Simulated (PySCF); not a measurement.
**Solver options tried on BeN (quartet)**

Aim: find out which solver settings change the answer for BeN (quartet).

The runs use PySCF 2.14.0; each script names its method and basis.

1 further run of the same task is left out (it didn't finish).

## (1) Where the work starts

BeN (quartet): 2 atoms, charge 0, spin multiplicity 4.

Bond lengths: Be1–N2 1.696 Å.

## (2) The base run

input.py reads:

```python
from pyscf import gto, scf, mp

mol = gto.M(
    atom='Be 0 0 0; N 0 0 1.696',
    basis='pcseg-1',
    charge=0,
    spin=3,
    verbose=3,
)
mf = scf.UHF(mol)
mf.kernel()
mp.MP2(mf, frozen=1).kernel()
mf.dip_moment()
print('orbital energies (hartree):', [e[max(0, n-3):n+3].round(4) for e, n in zip(mf.mo_energy, mol.nelec)])
```

Started as:

```console
OMP_NUM_THREADS=1 python input.py
```

Its log is not repeated here.

It gives: E(SCF) = -68.958950 Eh, E(MP2) − E(SCF) = -0.11166 Eh, ⟨S²⟩ = 3.764, μ = 2.08 D (of the SCF density).

The bond length is a typed value, not an optimised one. The quartet is typed in the script; nothing here shows that it is the ground state.

## (3) Initial guess huckel

Edit 1 changes initial guess: minao → huckel.

input.py reads:

```python
from pyscf import gto, scf, mp

mol = gto.M(
    atom='Be 0 0 0; N 0 0 1.696',
    basis='pcseg-1',
    charge=0,
    spin=3,
    verbose=3,
)
mf = scf.UHF(mol)
mf.init_guess = 'huckel'
mf.kernel()
mp.MP2(mf, frozen=1).kernel()
mf.dip_moment()
print('orbital energies (hartree):', [e[max(0, n-3):n+3].round(4) for e, n in zip(mf.mo_energy, mol.nelec)])
```

Started as:

```console
OMP_NUM_THREADS=1 python input.py
```

## (4) DIIS space 2

Edit 2 changes DIIS space: default → 2.

Changes to input.py since step 2:

```diff
@@ -10,2 +10,3 @@
 mf = scf.UHF(mol)
+mf.diis_space = 2
 mf.kernel()
```

## (5) Level shift 0.1 hartree

Edit 3 changes level shift: none → 0.1 hartree.

Changes to input.py since step 2:

```diff
@@ -10,2 +10,3 @@
 mf = scf.UHF(mol)
+mf.level_shift = 0.1
 mf.kernel()
```

## (6) Initial guess chk

Edit 4 changes initial guess: minao → chk.

Changes to input.py since step 2:

```diff
@@ -10,2 +10,3 @@
 mf = scf.UHF(mol)
+mf.init_guess = 'chk'
 mf.kernel()
```

## (7) DIIS space off

Edit 5 changes DIIS space: default → off.

Changes to input.py since step 2:

```diff
@@ -10,2 +10,3 @@
 mf = scf.UHF(mol)
+mf.diis = False
 mf.kernel()
```

## (8) Second-order solver on

Edit 6 changes second-order solver: off → on.

Changes to input.py since step 2:

```diff
@@ -10,2 +10,3 @@
 mf = scf.UHF(mol)
+mf = mf.newton()
 mf.kernel()
```

What does the calculation give? Wanted: for each run, E(SCF); from base; gap, α spin; SCF dipole; after the SCF.

**Answer**, as computed:

| run | E(SCF) (hartree) | from base (eV) | gap, α spin (eV) | SCF dipole (D) | after the SCF |
| --- | --- | --- | --- | --- | --- |
| base | -68.958950 | 0 | 10.84 | 2.08 | MP2 correlation -3.039 eV, core frozen |
| initial guess huckel | -68.958950 | 0.0000 | 10.84 | 2.08 | MP2 correlation -3.039 eV, core frozen |
| DIIS space 2 | -68.958950 | 0.0000 | 10.84 | 2.08 | MP2 correlation -3.039 eV, core frozen |
| level shift 0.1 hartree | -68.958950 | 0.0000 | 10.84 | 2.08 | MP2 correlation -3.039 eV, core frozen |
| initial guess chk | -68.958950 | 0.0000 | 10.84 | 2.08 | MP2 correlation -3.039 eV, core frozen |
| DIIS space off | -68.958950 | 0.0000 | 10.84 | 2.07 | MP2 correlation -3.038 eV, core frozen |
| second-order solver on | -68.958950 | 0.0000 | 10.84 | 2.08 | MP2 correlation -3.039 eV, core frozen |

The SCF energy stays the same, to the digits that matter, with initial guess huckel or DIIS space 2 or level shift 0.1 hartree or initial guess chk or DIIS space off or second-order solver on. PySCF falls back to minao for a guess that it doesn't know or can't read, so that run repeats the base.
